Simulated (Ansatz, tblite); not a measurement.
# 2x2x4 NaCl rock-salt block (Na8Cl8): rung by rung

The task here is to estimate one member of a computed series from the others.

Program: Ansatz 0.2.0, Gaussian basis. Level of theory: as each input shows. These are calculated values, not measurements.

Levels to be run: GFN1-xTB, GFN2-xTB, PBE-D4/def2-SVP, r2SCAN-D4/def2-SVP, HF/STO-3G, MP2/def2-SVP.

5 further runs of the same task are left out: 5 that didn't finish. Runs told in other sessions of the task aren't counted.

## The structure

The geometry is that of the singlet, from an earlier relaxation (PBE-D4/def2-SVP).

16 atoms, charge 0, spin multiplicity 1.

Bond lengths: Na1–Cl2 2.632 Å, Na1–Cl5 2.626 Å, Na1–Cl9 2.626 Å, Cl2–Na3 2.664 Å, Cl2–Na6 2.780 Å, Cl2–Na10 2.780 Å, Na3–Cl4 2.665 Å, Na3–Cl7 2.780 Å, Na3–Cl11 2.780 Å, Cl4–Na8 2.626 Å, Cl4–Na12 2.626 Å, Cl5–Na6 2.665 Å, Cl5–Na13 2.626 Å, Na6–Cl7 2.664 Å, Na6–Cl14 2.780 Å, Cl7–Na8 2.632 Å, Cl7–Na15 2.780 Å, Na8–Cl16 2.626 Å and more. Angles: Cl2–Na1–Cl5 98.3°, Cl2–Na1–Cl9 98.3°, Cl5–Na1–Cl9 99.0°, Na1–Cl2–Na3 165.7°, Na1–Cl2–Na6 82.2°, Na1–Cl2–Na10 82.2°, Na3–Cl2–Na6 87.1°, Na3–Cl2–Na10 87.1°, Na6–Cl2–Na10 82.2°, Cl2–Na3–Cl4 170.6°, Cl2–Na3–Cl7 92.4°, Cl2–Na3–Cl11 92.4°, Cl4–Na3–Cl7 93.8°, Cl4–Na3–Cl11 93.8°, Cl7–Na3–Cl11 97.7°, Na3–Cl4–Na8 84.5°, Na3–Cl4–Na12 84.5°, Na8–Cl4–Na12 80.8° and more.

PBE0-D4/def2-SVP was run before; its log isn't repeated, and its numbers join the tables.

The first run:

Tight binding, by tblite at 300 K electronic temperature and without a spin-polarisation term:

```python
tblite.interface.Calculator('GFN1-xTB', numbers, positions, charge=0, uhf=0).singlepoint()
```

Tight binding, by tblite at 300 K electronic temperature and without a spin-polarisation term:

```python
tblite.interface.Calculator('GFN2-xTB', numbers, positions, charge=0, uhf=0).singlepoint()
```

start.molden holds the orbitals of an earlier run on this state, given as this run's starting guess.

Contents of in.yaml:

```yaml
crystal:
  periodic: [false, false, false]
  atoms:
    - {symbol: Na, position_ang: [-1.207933, -1.201257, -3.892751]}
    - {symbol: Cl, position_ang: [-1.483878, -1.477899, -1.290187]}
    - {symbol: Na, position_ang: [-1.293040, -1.289771, 1.360702]}
    - {symbol: Cl, position_ang: [-1.410534, -1.409038, 4.020594]}
    - {symbol: Cl, position_ang: [-1.412586, 1.413497, -4.018343]}
    - {symbol: Na, position_ang: [-1.291128, 1.294066, -1.358607]}
    - {symbol: Cl, position_ang: [-1.476823, 1.482835, 1.292667]}
    - {symbol: Na, position_ang: [-1.197604, 1.205061, 3.894772]}
    - {symbol: Cl, position_ang: [1.406079, -1.414253, -4.020280]}
    - {symbol: Na, position_ang: [1.288707, -1.294191, -1.360473]}
    - {symbol: Cl, position_ang: [1.478926, -1.482557, 1.290376]}
    - {symbol: Na, position_ang: [1.204144, -1.204563, 3.892898]}
    - {symbol: Na, position_ang: [1.201632, 1.200566, -3.894906]}
    - {symbol: Cl, position_ang: [1.481515, 1.477867, -1.292862]}
    - {symbol: Na, position_ang: [1.295229, 1.290088, 1.358358]}
    - {symbol: Cl, position_ang: [1.417294, 1.409538, 4.018034]}
basis:
  gaussian: {orbitals: def2-SVP, initial_orbitals: start.molden}
hamiltonian: {xc: pbe, dispersion: d4}
scf: {omitted_lower_state_checks: [starts]}
output: {forces: true, orbitals: {seedname: orbitals}}
```

Run with:

```sh
> ansatz run in.yaml --threads 4 --pin off --events-out ev --progress --plain --max-ram 6963MiB
```

Among the steps run: PBE-D4/def2-SVP; r2SCAN-D4/def2-SVP; HF/STO-3G; MP2/def2-SVP.

One of the session's tables, all rows but one given; the rest of the session is left out.

It belongs to the step «Levels side by side». 

| level | HOMO (eV) | LUMO (eV) | gap (eV) |
| --- | --- | --- | --- |
| HF/STO-3G | -7.67 | 12.21 | 19.87 |
| PBE-D4/def2-SVP | -6.40 | -1.40 | 5.00 |
| r2SCAN-D4/def2-SVP | ? | ? | ? |
| PBE0-D4/def2-SVP | -7.78 | -0.79 | 6.99 |

Q: Estimate the row for r2SCAN-D4/def2-SVP from the others.

As computed: HOMO (eV): -6.74; LUMO (eV): -0.74; gap (eV): 6.00. In the column «HOMO (eV)» it lies between HF/STO-3G (-7.67) and PBE-D4/def2-SVP (-6.40).
